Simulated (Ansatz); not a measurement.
# ClGeH2S+ (SMILES [SH][GeH+][Cl]): single points off equilibrium

One table from this session's results is given with a row withheld; the runs are named, their logs left out.

Computed with Ansatz 0.2.0, Gaussian basis. Level: single points in def2-TZVPP.

Cores are frozen in the correlated methods. Filled d shells of the heavier atoms are correlated. B3LYP uses VWN-RPA correlation.

### The system as given

SMILES `[SH][GeH+][Cl]`, 5 atoms, charge 1, spin multiplicity 1.

Atoms are counted from 1 here; the program's logs count them from 0.

Bond lengths: S1–Ge2 2.137 Å, S1–H4 1.639 Å, Ge2–Cl3 1.874 Å, Ge2–H5 1.535 Å. Angles: Ge2–S1–H4 101.4°, S1–Ge2–Cl3 119.7°, S1–Ge2–H5 127.7°, Cl3–Ge2–H5 112.5°.

As a file:

```xyz
5
charge 1, multiplicity 1
S    -1.47900   -0.56720   -0.60510
Ge    0.48580   -0.19730    0.15080
Cl    1.52820   -1.62880    0.76550
H    -2.03680    0.95890   -0.82200
H     1.16780    1.16070    0.36810
```

Set-up of the first run:

run/in.yaml reads:

```yaml
crystal:
  periodic: [false, false, false]
  atoms:
    - {symbol: S, position_ang: [-1.479000, -0.567200, -0.605100]}
    - {symbol: Ge, position_ang: [0.485800, -0.197300, 0.150800]}
    - {symbol: Cl, position_ang: [1.528200, -1.628800, 0.765500]}
    - {symbol: H, position_ang: [-2.036800, 0.958900, -0.822000]}
    - {symbol: H, position_ang: [1.167800, 1.160700, 0.368100]}
basis:
  gaussian: {orbitals: def2-TZVPP}
total_charge: 1
correlation: {method: ccsd_t}
output: {forces: true}
```

No record of the launch command was kept for these runs.

Among the steps run: CCSD(T)/def2-TZVPP; PBE0-D4/def2-TZVPP; wB97M-V/def2-TZVPP; r2SCAN-D4/def2-TZVPP; PBE-D4/def2-TZVPP; wB97X-V/def2-TZVPP; B3LYP-D4/def2-TZVPP.

One table of the session follows, with a row left open; its other results are not shown here.

```
   method  RMS force component (eV/Å)  angle to CCSD(T) forces (°)
  CCSD(T)                       2.817                    reference
  PBE0-D4                       2.737                          2.0
  wB97M-V                       2.788                          1.8
r2SCAN-D4                           ?                            ?
   PBE-D4                       2.770                          2.9
  wB97X-V                       2.776                          3.3
 B3LYP-D4                       2.819                          1.4
```

**Question.** Estimate the row for r2SCAN-D4.

As computed: RMS force component (eV/Å): 2.715; angle to CCSD(T) forces (°): 1.1. In the column «RMS force component (eV/Å)» it is the lowest.
